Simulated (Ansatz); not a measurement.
# LaN: a single-point run

Aim: a sound single-point run of LaN. The structure is shown as the input types it. The cell is built on a prototype (CsCl type) and needn't be the phase found in nature.

Method: density functional or hybrid calculation with the settings of its input, plane waves (as first typed), in Ansatz 0.2.0.

4 further runs of the same task are left out: 4 that didn't finish.

**1. Starting point**

The structure is cubic, space group Pm-3m (No. 221). Conventional cell: a = 3.166 Å, b = 3.166 Å, c = 3.166 Å, α = 90.00°, β = 90.00°, γ = 90.00°. La (site symmetry m-3m) is surrounded by 8 N at 2.74 Å. N (site symmetry m-3m) has 8 La at 2.74 Å as nearest neighbours.

Coordinates:

```
CELL_PARAMETERS angstrom
3.16612 0.00000 0.00000
0.00000 3.16612 0.00000
0.00000 0.00000 3.16612
ATOMIC_POSITIONS crystal
La 0.00000 0.00000 0.00000
N 0.50000 0.50000 0.50000
```

**2. Input and run**

Input file input.yaml:

```yaml
crystal:
  lattice:
    - [3.1661152769, 0.0, 0.0]
    - [0.0, 3.1661152769, 0.0]
    - [0.0, 0.0, 3.1661152769]
  atoms:
    - { symbol: La, position: [0.0, 0.0, 0.0] }
    - { symbol: "N", position: [0.5, 0.5, 0.5] }
kpoints:
  mp_grid: { grid: [6, 6, 6] }
hamiltonian:
  xc: pbesol
scf:
  occupations: { method: fermi_dirac, width: 0.02 }
  n_extra_bands: 4
  convergence: { dr2_threshold: 0.01 }
  max_iter: 74
output:
  forces: true
  stress: true
  eigenvalues: true
```

On the command line:

```
> ansatz run input.yaml --threads 4 --pin off --max-ram 3686MiB --backend cpu --events-out ev --progress --plain --runs-dir out
```

Q: Will this input give a usable result? If not, why, and what should change?

The program finished normally, with warnings (force scf threshold loose, stress scf threshold loose). Its log warns: «scf.convergence.dr2_threshold = 1e-2 eV is looser than this run's default, which is 1e-7 eV or tighter. The error in the forces grows as the threshold's square root ...»

The threshold asked is loose, but the program put off the close and ended at dr2 = 3.6e-9, so little accuracy was lost here.

Run again and compare: delete scf.convergence.dr2_threshold (the default then holds).
